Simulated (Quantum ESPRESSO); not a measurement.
## Si2C in Quantum ESPRESSO: the effect of target pressure

The system is Si2C.

```
CELL_PARAMETERS angstrom
2.66863 0.00000 0.00000
0.00000 2.66863 0.00000
0.00000 0.00000 5.53218
ATOMIC_POSITIONS crystal
Si 0.50000 0.50000 0.28432
Si 0.50000 0.50000 0.71568
C 0.00000 0.00000 0.00000
```

The cell was built by a generator and needn't be a form met in nature.

Alike in all runs:

* Program: Quantum ESPRESSO 7.5
* Task: phonons
* Functional: PBE
* Potentials or basis: PseudoDojo 0.4.1 SR PBE standard
* Cutoff: 1116 eV
* Density cutoff: 4463 eV
* k mesh: 7 × 7 × 4
* Occupations: cold, width 0.2 eV
* Spin: no spin polarisation

Each run relaxes the cell or the atoms first.

| target pressure | relaxed volume (Å³/atom) | highest phonon frequency (cm⁻¹) |
| --- | --- | --- |
| 0 GPa | 12.20 | 567 |
| 10 GPa | 10.84 | 673 |
| 25 GPa | 10.06 | 739 |
| 50 GPa | ? | ? |
| 80 GPa | 8.50 | 956 |

Task: What does the run with target pressure 50 GPa give?

Result: Relaxed volume 9.20 Å³/atom; highest phonon frequency 860 cm⁻¹.

Worked out: A parabola through the other rows of the relaxed volume, of slope -0.0295 Å³/atom per GPa there, gives 8.72 Å³/atom, against the run's 9.20. A parabola through the other rows of the highest phonon frequency, of slope 3.94 cm⁻¹ per GPa there, gives 872 cm⁻¹, against the run's 860.

Caveats: the mesh is thin for the phonons of a metal; some modes are imaginary; the volume moved by over 15 % at a fixed basis, so the end points are rough (some runs); the cell is more than 3 GPa from zero pressure, which shifts response properties (some runs).
